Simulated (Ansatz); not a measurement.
## CH2BrF, SMILES FCBr: vertical and adiabatic energies of changing the electron count

Run with the Ansatz DFT code, driven from Python.

`adiabatic_ch2brf.py`
```python
"""How CH2BrF relaxes after losing an electron."""

from dataclasses import dataclass

import ansatz as az
from ase import Atoms
import numpy as np


@dataclass
class Options:
    basis_set: str = "def2-SVP"
    xc: str = "cam_b3lyp"
    net_charge: int = 1


settings = Options()

atoms = Atoms(["F", "C", "Br", "H", "H"], positions=[
    (0.7067, 1.1391, 0.1605),
    (0.1199, -0.0619, 0.0758),
    (-1.6059, -0.0042, -0.863),
    (0.8734, -0.7009, -0.483),
    (-0.0442, -0.4458, 1.0683),
])
system = az.Crystal.molecule_from_ase(atoms)

base = (
    system.calculation()
    .basis(gaussian=settings.basis_set)
    .functional(settings.xc)
)
symbols = [site.symbol for site in system.cartesian_sites]
start = np.array([site.position_ang for site in system.cartesian_sites], dtype=float)
report = base.relax(force_tolerance=0.01, max_steps=100).run(threads=1).report
end = np.array(report["positions_ang"])

minimum = az.Crystal.molecule()
for symbol, place in zip(symbols, end):
    minimum = minimum.atom(symbol, place.tolist())
ion = minimum.calculation()
ion = ion.basis(gaussian=settings.basis_set)
ion = ion.functional(settings.xc).charge(settings.net_charge)
ion = ion.spin("collinear", total=1)
vertical = ion.run(threads=1).report
settled = ion.relax(force_tolerance=0.01, max_steps=80).run(threads=1).report
print(f"vertical ionisation energy   {vertical['free_energy_ev'] - report['free_energy_ev']:.3f} eV")
print(f"adiabatic, no zero point     {settled['free_energy_ev'] - report['free_energy_ev']:.3f} eV")
print(f"relaxation energy of the ion {vertical['free_energy_ev'] - settled['free_energy_ev']:.3f} eV")
ionised = np.array(settled["positions_ang"])
print("final positions (A) and the move of each atom")
for symbol, xyz, old in zip(symbols, ionised, end):
    print(f"{symbol:2s} {xyz[0]:10.5f} {xyz[1]:10.5f} {xyz[2]:10.5f}   {np.linalg.norm(xyz - old):7.4f}")
```

```console
$ python adiabatic_ch2brf.py
vertical ionisation energy   10.949 eV
adiabatic, no zero point     10.858 eV
relaxation energy of the ion 0.092 eV
final positions (A) and the move of each atom
F     0.69123    1.16998    0.16548    0.0067
C     0.21376   -0.02929    0.10508    0.0756
Br   -1.56996   -0.03142   -0.86565    0.0302
H     0.79613   -0.72555   -0.52897    0.0330
H    -0.08126   -0.45741    1.08265    0.0330
```

The energies are electronic: no zero-point or thermal terms, and the basis set is short of its limit. The product may relax into another structure. Each relaxation finds its nearest minimum, which needn't be the lowest. Wall time of the script: 51 s on 1 thread of AMD EPYC 7B13 (Zen 3), with other jobs on the host, peak memory 0.3 GiB.
